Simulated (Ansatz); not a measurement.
# CBClFN: the cost of one run

Method: RKS PBE0-D4/def2-SVPD; program: Ansatz 0.2.0.

## Step 1: The starting structure

SMILES `N#CB(F)Cl`, 5 atoms, charge 0, spin multiplicity 1.

Atoms are counted from 1 here; the program's logs count them from 0.

Bond lengths: N1–C2 1.172 Å, C2–B3 1.543 Å, B3–F4 1.327 Å, B3–Cl5 1.748 Å. Angles: N1–C2–B3 179.3°, C2–B3–F4 119.4°, C2–B3–Cl5 120.4°, F4–B3–Cl5 120.2°.

As a file:

```
N     1.6765   -0.8283    1.1203
C     0.7558   -0.4293    0.5155
B    -0.4475    0.1105   -0.2851
F    -1.4733   -0.6908   -0.5403
Cl   -0.4615    1.7641   -0.8517
```

## Step 2: Relaxation

The input, input.yaml:

```yaml
crystal:
  periodic: [false, false, false]
  atoms:
    - { symbol: "N", position_ang: [1.676492, -0.828288, 1.120256] }
    - { symbol: C, position_ang: [0.755776, -0.429276, 0.515497] }
    - { symbol: B, position_ang: [-0.447498, 0.110539, -0.285079] }
    - { symbol: F, position_ang: [-1.473339, -0.690798, -0.540327] }
    - { symbol: Cl, position_ang: [-0.461531, 1.764124, -0.851747] }
basis:
  gaussian: { orbitals: def2-SVPD }
hamiltonian:
  xc: pbe0
  dispersion: d4
output:
  forces: true
relax:
  f_tol: 0.003
  max_steps: 120
```

Started as:

```bash
> ansatz run input.yaml --threads 1 --pin off --max-ram 2560MiB --backend cpu --events-out ev --progress --plain --runs-dir out
```

**Question.** How long does this run take on 1 thread of Arm Neoverse V1, shared host, and how much memory does it need?

About 35 s, with a peak of 0.2 GiB.
